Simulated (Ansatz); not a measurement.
# SnH₃Cl + H₂O₂: a complex and its separated parts, part 2 of 3

Ansatz 0.2.0, Gaussian basis. Earlier steps stand in the parts before.

## (9) PBE0-D4/def2-TZVPP

The inputs:

parta/in.yaml

```yaml
crystal:
  periodic: [false, false, false]
  atoms:
    - {symbol: Sn, position_ang: [-0.263118, 0.100724, -1.517422]}
    - {symbol: Cl, position_ang: [1.556189, -1.044183, -0.609551]}
    - {symbol: H, position_ang: [-0.194849, -0.162720, -3.195479]}
    - {symbol: H, position_ang: [-1.649602, -0.577002, -0.804431]}
    - {symbol: H, position_ang: [-0.046075, 1.734849, -1.102101]}
basis:
  gaussian: {orbitals: def2-TZVPP}
hamiltonian: {xc: pbe0, dispersion: d4}
output: {orbitals: {seedname: orbitals}}
```

partb/in.yaml

```yaml
crystal:
  periodic: [false, false, false]
  atoms:
    - {symbol: H, position_ang: [0.630761, -1.091566, 1.482188]}
    - {symbol: O, position_ang: [0.119352, -0.670722, 2.183826]}
    - {symbol: O, position_ang: [-0.314380, 0.519589, 1.529863]}
    - {symbol: H, position_ang: [0.161620, 1.191229, 2.033108]}
basis:
  gaussian: {orbitals: def2-TZVPP}
hamiltonian: {xc: pbe0, dispersion: d4}
output: {orbitals: {seedname: orbitals}}
```

Each run has its own folder and the same command.

On the command line:

```console
$ ansatz run in.yaml --threads 4 --pin off --events-out ev --progress --plain --max-ram 9574MiB
```

Log of parta (excerpt; [...] marks lines left out):

```text
Functional definition: PBE0
  name "PBE0"
  cite "Adamo & Barone, J. Chem. Phys. 110, 6158 (1999) doi:10.1063/1.478522"
  cite "Perdew, Burke & Ernzerhof, Phys. Rev. Lett. 77, 3865 (1996) doi:10.1103/PhysRevLett.77.3865"
  parent pbe
[...]
963 factors; their error is unknown
[...]
mean field -18399.99619740 eV, -676.1873882892 hartree, gradient 3.8e-5 eV, S^2 0.000000; 0 other end points of the search recorded, 0 dependent functions left out
reference -18399.99622819 eV, -676.1873894207 hartree; 21, 21 occupied and 113, 113 virtual orbitals, 963 factors
Total energy: -18400.06771462 eV, -676.1900164985 hartree
```

Output in partb (excerpt; [...] marks lines left out):

```text
[... 5 set-up lines as earlier in the session ...]
[...]
420 factors; their error is unknown
[...]
mean field -4121.38243300 eV, -151.4580108394 hartree, gradient 1.3e-5 eV, S^2 0.000000; 0 other end points of the search recorded, 0 dependent functions left out
reference -4121.38244870 eV, -151.4580114162 hartree; 9, 9 occupied and 81, 81 virtual orbitals, 420 factors
Total energy: -4121.39716652 eV, -151.4585522864 hartree
```

They took 0.65 s (parta), 0.25 s (partb) on 4 threads of Intel Xeon Platinum 8375C at 2.90GHz, shared host.

## (10) B3LYP-D4/def2-TZVPP

Each input of step 9 (parta, partb) changes in the same lines:

```diff
-hamiltonian: {xc: pbe0, dispersion: d4}
-output: {orbitals: {seedname: orbitals}}
+hamiltonian: {xc: {name: B3LYP}, dispersion: d4}
```

One command serves all of them, each in its own folder.

On the command line:

```console
$ ansatz run in.yaml --threads 4 --pin off --events-out ev --progress --plain --max-ram 9574MiB
```

Output in parta (excerpt; [...] marks lines left out):

```text
Functional definition: B3LYP
  name "B3LYP"
  cite "Stephens, Devlin, Chabalowski & Frisch, J. Phys. Chem. 98, 11623 (1994) doi:10.1021/j100096a001"
[... 2 set-up lines as earlier in the session ...]
  cite "Vosko, Wilk & Nusair, Can. J. Phys. 58, 1200 (1980) doi:10.1139/p80-159"
[...]
922 factors; their error is unknown
[...]
mean field -18406.59455529 eV, -676.4298734691 hartree, gradient 6.8e-5 eV, S^2 0.000000; 0 other end points of the search recorded, 0 dependent functions left out
reference -18406.59480424 eV, -676.4298826179 hartree; 21, 21 occupied and 113, 113 virtual orbitals, 922 factors
Total energy: -18406.73410696 eV, -676.4350018982 hartree
```

Output in partb (excerpt; [...] marks lines left out):

```text
[... 6 set-up lines as earlier in the session ...]
[...]
420 factors; their error is unknown
[...]
mean field -4125.81624858 eV, -151.6209505567 hartree, gradient 1.3e-5 eV, S^2 0.000000; 0 other end points of the search recorded, 0 dependent functions left out
reference -4125.81640467 eV, -151.6209562927 hartree; 9, 9 occupied and 81, 81 virtual orbitals, 420 factors
Total energy: -4125.84562642 eV, -151.6220301723 hartree
```

Times: 0.65 s (parta), 0.25 s (partb) on 4 threads of Intel Xeon Platinum 8375C at 2.90GHz, shared host.

## (11) r2SCAN0-D4/def2-TZVPP

Each input of step 10 (parta, partb) changes in the same lines:

```diff
-hamiltonian: {xc: {name: B3LYP}, dispersion: d4}
+hamiltonian: {xc: {name: r2SCAN0}, dispersion: d4}
```

One command serves all of them, each in its own folder.

On the command line:

```console
$ ansatz run in.yaml --threads 4 --pin off --events-out ev --progress --plain --max-ram 9574MiB
```

parta printed (excerpt; [...] marks lines left out):

```text
Functional definition: r2SCAN0
  name "r2SCAN0"
  cite "Bursch, Neugebauer, Ehlert & Grimme, J. Chem. Phys. 156, 134105 (2022) doi:10.1063/5.0086040"
[... 3 set-up lines as earlier in the session ...]
[...]
963 factors; their error is unknown
[...]
mean field -18404.54143678 eV, -676.3544227553 hartree, gradient 5.4e-5 eV, S^2 0.000000; 0 other end points of the search recorded, 0 dependent functions left out
reference -18404.54144653 eV, -676.3544231138 hartree; 21, 21 occupied and 113, 113 virtual orbitals, 963 factors
Total energy: -18404.56390751 eV, -676.3552485395 hartree
```

Output in partb (excerpt; [...] marks lines left out):

```text
[... 6 set-up lines as earlier in the session ...]
[...]
420 factors; their error is unknown
[...]
mean field -4122.92998295 eV, -151.5148822511 hartree, gradient 1.3e-5 eV, S^2 0.000000; 0 other end points of the search recorded, 0 dependent functions left out
reference -4122.92998734 eV, -151.5148824124 hartree; 9, 9 occupied and 81, 81 virtual orbitals, 420 factors
Total energy: -4122.93479386 eV, -151.5150590487 hartree
```

Wall times: 1 s (parta), 0.45 s (partb) on 4 threads of Intel Xeon Platinum 8375C at 2.90GHz, shared host.

## (12) BHLYP-D4/def2-TZVPP

The same edit goes into each in.yaml of step 11 (parta, partb):

```diff
-hamiltonian: {xc: {name: r2SCAN0}, dispersion: d4}
+hamiltonian: {xc: {name: BHLYP}, dispersion: d4}
```

Each run has its own folder and the same command.

On the command line:

```console
$ ansatz run in.yaml --threads 4 --pin off --events-out ev --progress --plain --max-ram 9574MiB
```

Output in parta (excerpt; [...] marks lines left out):

```text
Functional definition: BHLYP
  name "BHLYP"
  cite "Becke, J. Chem. Phys. 98, 1372 (1993) doi:10.1063/1.464304"
[... 2 set-up lines as earlier in the session ...]
[...]
1005 factors; their error is unknown
[...]
mean field -18402.12002887 eV, -676.2654376559 hartree, gradient 3.7e-5 eV, S^2 0.000000; 0 other end points of the search recorded, 0 dependent functions left out
reference -18402.12019339 eV, -676.2654437021 hartree; 21, 21 occupied and 113, 113 virtual orbitals, 1005 factors
Total energy: -18402.24467257 eV, -676.2700182274 hartree
```

Output in partb (excerpt; [...] marks lines left out):

```text
[... 5 set-up lines as earlier in the session ...]
[...]
472 factors; their error is unknown
[...]
mean field -4123.51117659 eV, -151.5362407232 hartree, gradient 7.7e-5 eV, S^2 0.000000; 0 other end points of the search recorded, 0 dependent functions left out
reference -4123.51127967 eV, -151.5362445114 hartree; 9, 9 occupied and 81, 81 virtual orbitals, 472 factors
Total energy: -4123.52925890 eV, -151.5369052362 hartree
```

Times: 0.65 s (parta), 0.25 s (partb) on 4 threads of Intel Xeon Platinum 8375C at 2.90GHz, shared host.

## (13) CAM-B3LYP-D4/def2-TZVPP

Each input of step 12 (parta, partb) changes in the same lines:

```diff
-hamiltonian: {xc: {name: BHLYP}, dispersion: d4}
+hamiltonian: {xc: {name: CAM-B3LYP}, dispersion: d4}
```

Each run has its own folder and the same command.

On the command line:

```console
$ ansatz run in.yaml --threads 4 --pin off --events-out ev --progress --plain --max-ram 9574MiB
```

Log of parta (excerpt; [...] marks lines left out):

```text
Functional definition: CAM-B3LYP
  name "CAM-B3LYP"
  cite "Yanai, Tew & Handy, Chem. Phys. Lett. 393, 51 (2004) doi:10.1016/j.cplett.2004.06.011"
  cite "Iikura, Tsuneda, Yanai & Hirao, J. Chem. Phys. 115, 3540 (2001) doi:10.1063/1.1383587"
[... 2 set-up lines as earlier in the session ...]
[...]
  # Exact exchange under (alpha + beta erf(omega r))/r, Becke's under what is left of 1/r.
[...]
922 factors; their error is unknown
191 factors; integrals over basis functions are off by at most 1.7e-5 eV
[...]
mean field -18403.97626947 eV, -676.3336532399 hartree, gradient 2.6e-5 eV, S^2 0.000000; 0 other end points of the search recorded, 0 dependent functions left out
reference -18403.97639028 eV, -676.3336576795 hartree; 21, 21 occupied and 113, 113 virtual orbitals, 922 factors
Total energy: -18404.05030140 eV, -676.3363738630 hartree
```

partb printed (excerpt; [...] marks lines left out):

```text
[... 6 set-up lines as earlier in the session ...]
[...]
  # Exact exchange under (alpha + beta erf(omega r))/r, Becke's under what is left of 1/r.
[...]
420 factors; their error is unknown
102 factors; integrals over basis functions are off by at most 1.2e-5 eV
[...]
mean field -4124.46070856 eV, -151.5711353799 hartree, gradient 3.4e-5 eV, S^2 0.000000; 0 other end points of the search recorded, 0 dependent functions left out
reference -4124.46078430 eV, -151.5711381630 hartree; 9, 9 occupied and 81, 81 virtual orbitals, 420 factors
Total energy: -4124.47499434 eV, -151.5716603726 hartree
```

Times: 0.75 s (parta), 0.3 s (partb) on 4 threads of Intel Xeon Platinum 8375C at 2.90GHz, shared host.

## (14) wB97X-V/def2-TZVPP

The same edit goes into each in.yaml of step 13 (parta, partb):

```diff
-hamiltonian: {xc: {name: CAM-B3LYP}, dispersion: d4}
+hamiltonian: {xc: {name: wB97X-V}}
```

Each run has its own folder and the same command.

On the command line:

```console
$ ansatz run in.yaml --threads 4 --pin off --events-out ev --progress --plain --max-ram 9574MiB
```

Log of parta (excerpt; [...] marks lines left out):

```text
Functional definition: wB97X-V
  name "wB97X-V"
  cite "Mardirossian & Head-Gordon, Phys. Chem. Chem. Phys. 16, 9904 (2014) doi:10.1039/C3CP54374A"
[... 2 set-up lines as earlier in the session ...]
[...]
      + integral(e_c_pw_opposite_spin*poly(b97_u_opposite, cos0, cos1)) + vv10(b, c)
919 factors; their error is unknown
186 factors; integrals over basis functions are off by at most 3.8e-5 eV
[...]
mean field -18401.74049454 eV, -676.2514900265 hartree, gradient 1.9e-5 eV, S^2 0.000000; 0 other end points of the search recorded, 0 dependent functions left out
reference -18401.74049250 eV, -676.2514899517 hartree; 21, 21 occupied and 113, 113 virtual orbitals, 919 factors
Total energy: -18401.74049250 eV, -676.2514899517 hartree
```

partb printed (excerpt; [...] marks lines left out):

```text
[... 5 set-up lines as earlier in the session ...]
[...]
      + integral(e_c_pw_opposite_spin*poly(b97_u_opposite, cos0, cos1)) + vv10(b, c)
420 factors; their error is unknown
96 factors; integrals over basis functions are off by at most 9.3e-6 eV
[...]
mean field -4124.27466489 eV, -151.5642984010 hartree, gradient 7.2e-5 eV, S^2 0.000000; 0 other end points of the search recorded, 0 dependent functions left out
reference -4124.27466392 eV, -151.5642983653 hartree; 9, 9 occupied and 81, 81 virtual orbitals, 420 factors
Total energy: -4124.27466392 eV, -151.5642983653 hartree
```

They took 1.6 s (parta), 0.55 s (partb) on 4 threads of Intel Xeon Platinum 8375C at 2.90GHz, shared host.

## (15) wB97M-V/def2-TZVPP

Each input of step 14 (parta, partb) changes in the same lines:

```diff
-hamiltonian: {xc: {name: wB97X-V}}
+hamiltonian: {xc: {name: wB97M-V}}
```

The same command starts each run, in its folder.

On the command line:

```console
$ ansatz run in.yaml --threads 4 --pin off --events-out ev --progress --plain --max-ram 9574MiB
```

Output in parta (excerpt; [...] marks lines left out):

```text
Functional definition: wB97M-V
  name "wB97M-V"
  cite "Mardirossian & Head-Gordon, J. Chem. Phys. 144, 214110 (2016) doi:10.1063/1.4952647"
[... 2 set-up lines as earlier in the session ...]
  # Of w^i u^j: cxij and so on, Table III.
[...]
  gx(w, u) = 1 - cx + cx01*u + cx10*w
[...]
      + integral(e_c_pw_mod_opposite_spin*gos(b97_w_opposite, b97_u_opposite)) + vv10(b, c)
919 factors; their error is unknown
186 factors; integrals over basis functions are off by at most 3.8e-5 eV
[...]
mean field -18401.80134439 eV, -676.2537262175 hartree, gradient 2.3e-5 eV, S^2 0.000000; 0 other end points of the search recorded, 0 dependent functions left out
reference -18401.80139528 eV, -676.2537280877 hartree; 21, 21 occupied and 113, 113 virtual orbitals, 919 factors
Total energy: -18401.80139528 eV, -676.2537280877 hartree
```

Output in partb (excerpt; [...] marks lines left out):

```text
[... 5 set-up lines as earlier in the session ...]
  # Of w^i u^j: cxij and so on, Table III.
[...]
  gx(w, u) = 1 - cx + cx01*u + cx10*w
[...]
      + integral(e_c_pw_mod_opposite_spin*gos(b97_w_opposite, b97_u_opposite)) + vv10(b, c)
420 factors; their error is unknown
96 factors; integrals over basis functions are off by at most 9.3e-6 eV
[...]
mean field -4124.46039116 eV, -151.5711237153 hartree, gradient 1.7e-5 eV, S^2 0.000000; 0 other end points of the search recorded, 0 dependent functions left out
reference -4124.46041501 eV, -151.5711245918 hartree; 9, 9 occupied and 81, 81 virtual orbitals, 420 factors
Total energy: -4124.46041501 eV, -151.5711245918 hartree
```

Times: 1.8 s (parta), 0.55 s (partb) on 4 threads of Intel Xeon Platinum 8375C at 2.90GHz, shared host.

## (16) B2PLYP/def2-TZVPP

Each input of step 15 (parta, partb) changes in the same lines:

```diff
-hamiltonian: {xc: {name: wB97M-V}}
+hamiltonian: {xc: {name: B2PLYP}}
```

The same command starts each run, in its folder.

On the command line:

```console
$ ansatz run in.yaml --threads 4 --pin off --events-out ev --progress --plain --max-ram 9574MiB
```

parta printed (excerpt; [...] marks lines left out):

```text
Functional definition: B2PLYP
  name "B2PLYP"
  cite "Grimme, J. Chem. Phys. 124, 034108 (2006) doi:10.1063/1.2148954"
[... 2 set-up lines as earlier in the session ...]
[...]
934 factors; integrals over basis functions are off by at most 1.4e-3 eV
[...]
mean field -18390.05322213 eV, -675.8219906876 hartree, gradient 6.1e-6 eV, S^2 0.000000; 0 other end points of the search recorded, 0 dependent functions left out
9 core orbitals not correlated: weight in the atoms' cores, before any rotation towards them, 1.000 or more for the frozen orbitals, at most 0.000 for the correlated occupied ones
reference -18390.05337610 eV, -675.8219963457 hartree; 12, 12 occupied and 113, 113 virtual orbitals, 934 factors
second order -17.12948656 eV of doubles, -0.00000000 eV of singles
Total energy: -18394.67833747 eV, -675.9919605412 hartree
```

partb printed (excerpt; [...] marks lines left out):

```text
[... 5 set-up lines as earlier in the session ...]
[...]
570 factors; integrals over basis functions are off by at most 6.6e-4 eV
[...]
mean field -4118.73009305 eV, -151.3605391442 hartree, gradient 3.5e-6 eV, S^2 0.000000; 0 other end points of the search recorded, 0 dependent functions left out
2 core orbitals not correlated: weight in the atoms' cores, before any rotation towards them, 1.000 or more for the frozen orbitals, at most 0.000 for the correlated occupied ones
reference -4118.73018960 eV, -151.3605426921 hartree; 7, 7 occupied and 81, 81 virtual orbitals, 570 factors
second order -16.12149477 eV of doubles, -0.00000000 eV of singles
Total energy: -4123.08299318 eV, -151.5205052735 hartree
```

They took 1.1 s (parta), 0.4 s (partb) on 4 threads of Intel Xeon Platinum 8375C at 2.90GHz, shared host.

## (17) PBE-QIDH/def2-TZVPP

Each input of step 16 (parta, partb) changes in the same lines:

```diff
-hamiltonian: {xc: {name: B2PLYP}}
+hamiltonian: {xc: {name: PBE-QIDH}}
```

Each run has its own folder and the same command.

On the command line:

```console
$ ansatz run in.yaml --threads 4 --pin off --events-out ev --progress --plain --max-ram 9574MiB
```

parta printed (excerpt; [...] marks lines left out):

```text
Functional definition: PBE-QIDH
  name "PBE-QIDH"
  cite "Brémond, Sancho-García, Pérez-Jiménez & Adamo, J. Chem. Phys. 141, 031101 (2014) doi:10.1063/1.4890314"
[... 1 set-up line as earlier in the session ...]
[...]
934 factors; integrals over basis functions are off by at most 1.4e-3 eV
[...]
mean field -18387.09525139 eV, -675.7132872677 hartree, gradient 5.4e-6 eV, S^2 0.000000; 0 other end points of the search recorded, 0 dependent functions left out
9 core orbitals not correlated: weight in the atoms' cores, before any rotation towards them, 1.000 or more for the frozen orbitals, at most 0.000 for the correlated occupied ones
reference -18387.09526324 eV, -675.7132877034 hartree; 12, 12 occupied and 113, 113 virtual orbitals, 934 factors
second order -15.99165812 eV of doubles, -0.00000000 eV of singles
Total energy: -18392.42581595 eV, -675.9091819022 hartree
```

Log of partb (excerpt; [...] marks lines left out):

```text
[... 4 set-up lines as earlier in the session ...]
[...]
570 factors; integrals over basis functions are off by at most 6.6e-4 eV
[...]
mean field -4115.71260301 eV, -151.2496484303 hartree, gradient 8.5e-6 eV, S^2 0.000000; 0 other end points of the search recorded, 0 dependent functions left out
2 core orbitals not correlated: weight in the atoms' cores, before any rotation towards them, 1.000 or more for the frozen orbitals, at most 0.000 for the correlated occupied ones
reference -4115.71260915 eV, -151.2496486562 hartree; 7, 7 occupied and 81, 81 virtual orbitals, 570 factors
second order -14.96714347 eV of doubles, -0.00000000 eV of singles
Total energy: -4120.70165698 eV, -151.4329927820 hartree
```

Times: 1.2 s (parta), 0.4 s (partb) on 4 threads of Intel Xeon Platinum 8375C at 2.90GHz, shared host.

[end of part 2 of 3]
